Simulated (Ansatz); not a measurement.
# Si24O48N: the cost of one run

All numbers are computed with Ansatz 0.2.0 (PAW, plane waves).

### 1 The starting cell

73 atoms (24 Si, 48 O, 1 N); a = 9.902 Å, b = 9.902 Å, c = 10.886 Å, α = 90.00°, β = 90.00°, γ = 120.00°. All atoms were shaken off their sites by about 0.02 Å along each axis. Defect site 1: (0.427, 0.294, 0.440).

Steps to follow: (2) PBEsol relaxation at the single k point (¼, ¼, ¼), on 1 × NVIDIA H100 80GB HBM3 with 2 threads of AMD EPYC 7R13; (3) HSE06 single point at the single k point (¼, ¼, ¼), on 1 × NVIDIA H100 80GB HBM3 with 2 threads of AMD EPYC 7R13.

### 2 PBEsol relaxation in the fixed cell

Input file in.yaml:

```yaml
crystal:
  lattice:
    - [9.901639, 0.000000, 0.000000]
    - [-4.950819, 8.575071, 0.000000]
    - [0.000000, 0.000000, 10.885880]
  atoms:
    - { symbol: Si, position: [0.237457, 0.997427, 0.167734] }
    - { symbol: Si, position: [0.236395, 0.001085, 0.663553] }
    - { symbol: Si, position: [0.235811, 0.501600, 0.169056] }
    - { symbol: Si, position: [0.237238, 0.500054, 0.668728] }
    - { symbol: Si, position: [0.735382, 0.995612, 0.168202] }
    - { symbol: Si, position: [0.735500, 0.998948, 0.667386] }
    - { symbol: Si, position: [0.736160, 0.501525, 0.169432] }
    - { symbol: Si, position: [0.735255, 0.504702, 0.665251] }
    - { symbol: Si, position: [0.999977, 0.236889, 0.329430] }
    - { symbol: Si, position: [0.002112, 0.235695, 0.836902] }
    - { symbol: Si, position: [0.003679, 0.738541, 0.333307] }
    - { symbol: Si, position: [0.000058, 0.732919, 0.836171] }
    - { symbol: Si, position: [0.499752, 0.235884, 0.332520] }
    - { symbol: Si, position: [0.500279, 0.236728, 0.832470] }
    - { symbol: Si, position: [0.496826, 0.735592, 0.336864] }
    - { symbol: Si, position: [0.499704, 0.735689, 0.834533] }
    - { symbol: Si, position: [0.266231, 0.266441, 0.000727] }
    - { symbol: Si, position: [0.267570, 0.264910, 0.501757] }
    - { symbol: Si, position: [0.262454, 0.765724, 0.998464] }
    - { symbol: Si, position: [0.266862, 0.762713, 0.500291] }
    - { symbol: Si, position: [0.766861, 0.268622, 0.000797] }
    - { symbol: Si, position: [0.768547, 0.265375, 0.499278] }
    - { symbol: Si, position: [0.764856, 0.764849, 0.000019] }
    - { symbol: Si, position: [0.763663, 0.764318, 0.501086] }
    - { symbol: O, position: [0.205609, 0.135222, 0.108465] }
    - { symbol: O, position: [0.208540, 0.134097, 0.607606] }
    - { symbol: O, position: [0.209545, 0.634461, 0.108289] }
    - { symbol: O, position: [0.209502, 0.633331, 0.609838] }
    - { symbol: O, position: [0.711127, 0.129181, 0.106646] }
    - { symbol: O, position: [0.708728, 0.134040, 0.604262] }
    - { symbol: O, position: [0.700690, 0.631671, 0.106275] }
    - { symbol: O, position: [0.708036, 0.633783, 0.606676] }
    - { symbol: O, position: [0.368034, 0.070127, 0.273802] }
    - { symbol: O, position: [0.368756, 0.074953, 0.771949] }
    - { symbol: O, position: [0.367631, 0.573714, 0.274541] }
    - { symbol: O, position: [0.366787, 0.574076, 0.773154] }
    - { symbol: O, position: [0.868601, 0.077394, 0.275347] }
    - { symbol: O, position: [0.865586, 0.071212, 0.774839] }
    - { symbol: O, position: [0.863344, 0.573782, 0.273028] }
    - { symbol: O, position: [0.863335, 0.568996, 0.774630] }
    - { symbol: O, position: [0.341691, 0.229792, 0.441255] }
    - { symbol: O, position: [0.426953, 0.295719, 0.939370] }
    - { symbol: O, position: [0.426935, 0.793080, 0.438891] }
    - { symbol: O, position: [0.425138, 0.794056, 0.939615] }
    - { symbol: O, position: [0.927597, 0.295880, 0.438484] }
    - { symbol: O, position: [0.927288, 0.296038, 0.942121] }
    - { symbol: O, position: [0.925006, 0.791769, 0.440446] }
    - { symbol: O, position: [0.925600, 0.792667, 0.938227] }
    - { symbol: O, position: [0.137713, 0.206143, 0.394866] }
    - { symbol: O, position: [0.135313, 0.207509, 0.896137] }
    - { symbol: O, position: [0.137528, 0.708676, 0.392839] }
    - { symbol: O, position: [0.137159, 0.706908, 0.894136] }
    - { symbol: O, position: [0.628041, 0.206087, 0.394134] }
    - { symbol: O, position: [0.629376, 0.203771, 0.896859] }
    - { symbol: O, position: [0.631946, 0.708924, 0.393677] }
    - { symbol: O, position: [0.631772, 0.709446, 0.893675] }
    - { symbol: O, position: [0.072564, 0.368545, 0.225736] }
    - { symbol: O, position: [0.074172, 0.364466, 0.727054] }
    - { symbol: O, position: [0.073377, 0.868094, 0.225874] }
    - { symbol: O, position: [0.070660, 0.866769, 0.726886] }
    - { symbol: O, position: [0.572105, 0.367343, 0.226305] }
    - { symbol: O, position: [0.573783, 0.364295, 0.726442] }
    - { symbol: O, position: [0.573632, 0.868509, 0.225395] }
    - { symbol: O, position: [0.572966, 0.865141, 0.726608] }
    - { symbol: O, position: [0.291310, 0.424704, 0.060490] }
    - { symbol: O, position: [0.288869, 0.423761, 0.557104] }
    - { symbol: O, position: [0.296554, 0.925288, 0.059405] }
    - { symbol: O, position: [0.290434, 0.928581, 0.560399] }
    - { symbol: O, position: [0.792871, 0.429699, 0.058052] }
    - { symbol: O, position: [0.796352, 0.426813, 0.561176] }
    - { symbol: O, position: [0.798347, 0.928694, 0.057247] }
    - { symbol: O, position: [0.788220, 0.923368, 0.560393] }
    - { symbol: N, position: [0.513835, 0.351521, 0.444376] }
  symmetry: { detect: false }
kpoints:
  mp_grid: { grid: [1, 1, 1], shift: [0.25, 0.25, 0.25] }
hamiltonian:
  xc: pbesol
total_charge: 1
scf:
  occupations: { method: fermi_dirac, width: 0.01 }
relax:
  f_tol: 0.03
  max_steps: 80
  escape_saddle: false
  adjacent_minimum: "off"
output:
  forces: true
  eigenvalues: true
  populations: true
  charged_corrections: { epsilon: 4.5 }
```

Launch:

```console
$ ansatz run in.yaml --threads 2 --pin off --max-ram 30400MiB --runs-dir r --events-out ev --progress --plain --backend cuda --devices 0, --max-vram 18GiB
```

**Question.** How long does this run take on 1 × NVIDIA H100 80GB HBM3 with 2 threads of AMD EPYC 7R13, shared host, and how much memory does it need?

About 43 s, with a peak of 1.4 GiB on the host.
